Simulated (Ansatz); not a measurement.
**F3H3OW: molecular dynamics**

The plan is to follow the molecule's vibrations and see whether its bonds hold. The start is relaxed first. Runs: 300 steps of 0.5 fs under a Nosé-Hoover thermostat at 700 K.

All numbers below are computed with Ansatz 0.2.0 (RKS PBE0/def2-SVP).

## Step 1: Starting point

Bond lengths: W1–O2 1.940 Å, O2–H3 1.010 Å, W1–F4 1.850 Å, W1–F5 1.850 Å, W1–H6 1.720 Å, W1–H7 1.720 Å, W1–F8 1.850 Å. Angles (14 of 16 angles, heavy atoms first): O2–W1–F4 90.0°, O2–W1–F5 90.0°, O2–W1–F8 180.0°, F4–W1–F5 90.0°, F4–W1–F8 90.0°, F5–W1–F8 90.0°, W1–O2–H3 109.5°, O2–W1–H6 90.0°, O2–W1–H7 90.0°, F4–W1–H6 180.0°, F4–W1–H7 90.0°, F5–W1–H6 90.0°, F5–W1–H7 180.0°, H6–W1–F8 90.0°.

As a file:

```xyz
8

W     0.0000    0.0000    0.0000
O     0.0000    0.0000    1.9400
H    -0.9095   -0.2814    2.2771
F     1.8500    0.0000    0.0000
F     0.0000    1.8500    0.0000
H    -1.7200    0.0000    0.0000
H     0.0000   -1.7200    0.0000
F     0.0000    0.0000   -1.8500
```

## Step 2: Relaxing the start

File input.yaml:

```yaml
crystal:
  periodic: [false, false, false]
  atoms:
    - { symbol: W, position_ang: [0.0, 0.0, 0.0] }
    - { symbol: O, position_ang: [0.0, 0.0, 1.94] }
    - { symbol: H, position_ang: [-0.9095, -0.2814, 2.2771] }
    - { symbol: F, position_ang: [1.85, 0.0, 0.0] }
    - { symbol: F, position_ang: [0.0, 1.85, 0.0] }
    - { symbol: H, position_ang: [-1.72, 0.0, 0.0] }
    - { symbol: H, position_ang: [0.0, -1.72, 0.0] }
    - { symbol: F, position_ang: [0.0, 0.0, -1.85] }
basis:
  gaussian: { orbitals: def2-SVP }
hamiltonian:
  xc: pbe0
relax:
  f_tol: 0.02
  max_steps: 40
```

Run with:

```sh
$ ansatz run input.yaml --threads 2 --pin off --max-ram 3072MiB --backend cpu --events-out ev --progress --plain --runs-dir out
```

Further steps of the session: Dynamics.

**Question.** What will these runs give? Wanted: relaxation of the start; temperature, first and last step; temperature, second half; potential energy, second half; largest change of the conserved energy; bonds formed or broken.

As calculated:

| quantity | value |
| --- | --- |
| relaxation of the start | 14 moves, 1.947 eV lower |
| length | 300 steps of 0.5 fs |
| temperature, first and last step | 700 and 964 K |
| temperature, second half | mean 636 K, from 455 to 974 K |
| potential energy, second half | +59 meV/atom from the start |
| largest change of the conserved energy | 0.47 meV/atom |
| bonds formed or broken | 0 |

Against a set 700 K the second half averages 636 K with a spread of 126 K. The conserved energy strays from its start by at most 0.47 meV/atom, 0.9 % of the mean kinetic energy, which is good for a step of 0.5 fs. No bond forms or breaks. Averages from a run of 150 fs with 8 atoms are rough. The nuclei move classically, without zero-point motion, which matters most for hydrogen.
